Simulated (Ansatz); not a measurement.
**CaAu5: from the listed structure to its properties**

The task here is to estimate one member of a computed series from the others.

The COD entry's cell or inner coordinates are ideal or old and differ from later refinements, so a difference from it is no clean test against experiment.

Computed with Ansatz 0.2.0 (DFT PBEsol, scalar-relativistic, plane waves, PAW, unless a step's input says otherwise).

### Starting point

Symmetry: F-43m, No. 216, cubic system. The conventional cell has a = 7.747 Å, b = 7.747 Å, c = 7.747 Å, α = 90.00°, β = 90.00°, γ = 90.00°. Around Ca (site symmetry -43m) lie 16 Au at 3.21 to 3.35 Å. Around Au (site symmetry -43m) lie 12 Au at 3.21 Å and 4 Ca at 3.35 Å. Au (site symmetry 3m) has 6 Au at 2.74 Å as nearest neighbours.

Structure file:

```
CELL_PARAMETERS angstrom
0.00000 3.87350 3.87350
3.87350 0.00000 3.87350
3.87350 3.87350 0.00000
ATOMIC_POSITIONS crystal
Ca 0.00000 0.00000 0.00000
Au 0.75000 0.75000 0.75000
Au 0.37500 0.87500 0.37500
Au 0.37500 0.37500 0.87500
Au 0.37500 0.37500 0.37500
Au 0.87500 0.37500 0.37500
```

Source of the structure: the Crystallography Open Database.

The first run:

(A quick probe on a coarse mesh, which set the mesh and smearing, is not shown.)

input.yaml reads:

```yaml
crystal:
  lattice:
    - [0.0, 3.8735, 3.8735]
    - [3.8735, 0.0, 3.8735]
    - [3.8735, 3.8735, 0.0]
  atoms:
    - { symbol: Ca, position: [0.0, 0.0, 0.0] }
    - { symbol: Au, position: [0.75, 0.75, 0.75] }
    - { symbol: Au, position: [0.375, 0.875, 0.375] }
    - { symbol: Au, position: [0.375, 0.375, 0.875] }
    - { symbol: Au, position: [0.375, 0.375, 0.375] }
    - { symbol: Au, position: [0.875, 0.375, 0.375] }
basis:
  ecutwfc: 420
kpoints:
  mp_grid: { grid: [8, 8, 8] }
hamiltonian:
  xc: pbesol
scf:
  occupations: { method: gaussian, width: 0.1 }
output:
  forces: true
  stress: true
  eigenvalues: true
relax:
  adjacent_minimum: "off"
  f_tol: 0.005
  max_steps: 80
  cell: { stress_tol: 0.05 }
```

On the command line:

```console
> ansatz run input.yaml --threads 1 --pin off --max-ram 2560MiB --backend cpu --events-out ev --progress --plain --runs-dir out
```

Among the steps run: Full relaxation; Static run: bands, density of states and charges; Point at V/V0 = 0.97; Volume × 1.03; The cell scaled to 0.94 of its volume; Point at V/V0 = 1.06.

One table of the session follows, with a row left open; its other results are not shown here.

It belongs to the step «Energy against volume». 

```
volume (Å³/atom)  energy above the lowest point (meV/atom)  pressure (GPa)
          18.021                                      30.1            8.98
          18.597                                         ?               ?
          19.172                                       0.0           -0.05
          19.747                                       6.4           -3.41
          20.322                                      23.8           -6.16
```

Estimate the missing values for volume (Å³/atom) = 18.597.

Worked estimate for «energy above the lowest point (meV/atom)». A straight line through the neighbours (18.021, 30.1) and (19.172, 0.0) gives 30.1 + (0.0 − 30.1) × (18.597 − 18.021) / (19.172 − 18.021) = 15.0; a parabola fitted to 3 rows on both sides gives 7.9.

**Answer.** energy above the lowest point (meV/atom): 6.9; pressure (GPa): 4.04. In «energy above the lowest point (meV/atom)» the line misses by +8.1 and the parabola by +1.0.

To keep in mind: The start is a reported cell, which holds thermal expansion that this zero-temperature run lacks. Warnings in the runs' records: stress scf threshold loose.
